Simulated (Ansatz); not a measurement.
# [InClH3]- (InH₃Cl−): the relaxed shape and its frontier levels

What does [InClH3]- (InH₃Cl−) look like as a singlet, and where do its frontier electrons sit?

Method: RKS PBE0-D4/def2-TZVPD; program: Ansatz 0.2.0, Gaussian basis.

The runs, in order: relaxation at PBE0-D4/def2-TZVPD; a single point at PBE0-D4/def2-TZVPD.

**1. Where the work starts**

5 atoms, charge -1, spin multiplicity 1.

Atoms are counted from 1 here; the program's logs count them from 0.

Bond lengths: In1–Cl2 2.339 Å, In1–H3 1.697 Å, In1–H4 1.696 Å, In1–H5 1.697 Å. Angles: Cl2–In1–H3 106.6°, Cl2–In1–H4 106.7°, Cl2–In1–H5 106.7°, H3–In1–H4 111.9°, H3–In1–H5 112.2°, H4–In1–H5 112.2°.

In takes a core potential in the def2 sets. No spin-orbit coupling is included. The ion is computed in the gas phase, without counter-ions or solvent.

The start is a GFN2-xTB geometry.

**2. Optimising with PBE0-D4/def2-TZVPD**

in.yaml

```yaml
crystal:
  periodic: [false, false, false]
  atoms:
    - {symbol: In, position_ang: [-0.002150, 0.000620, -0.175700]}
    - {symbol: Cl, position_ang: [0.012800, -0.020350, 2.163640]}
    - {symbol: H, position_ang: [1.620790, 0.013380, -0.670930]}
    - {symbol: H, position_ang: [-0.818090, 1.410990, -0.645940]}
    - {symbol: H, position_ang: [-0.813350, -1.404640, -0.671060]}
basis:
  gaussian: {orbitals: def2-TZVPD}
total_charge: -1
hamiltonian: {xc: pbe0, dispersion: d4}
scf: {lower_state_search: "off"}
output: {orbitals: {seedname: orbitals}}
relax: {f_tol: 0.02, max_steps: 100}
```

The run is started by

```
$ ansatz run in.yaml --threads 4 --pin off --events-out ev --progress --plain --max-ram 3916MiB
```

Further steps of the session: Single point, PBE0-D4/def2-TZVPD.

Q: Predict the results of all the runs planned. Wanted: point group; Cl–In bond; HOMO, LUMO at PBE0-D4/def2-TZVPD.

**Answer**, as computed:

| quantity | value |
| --- | --- |
| point group | C3v |
| Cl–In bond | 2.496 Å |
| HOMO, LUMO at PBE0-D4/def2-TZVPD | -2.77, 3.47 eV |

What this shows: The molecule keeps its bonding pattern by the stored test; the atoms moved 0.08 Å (rms). No usable vibrations, so a minimum isn't proven.
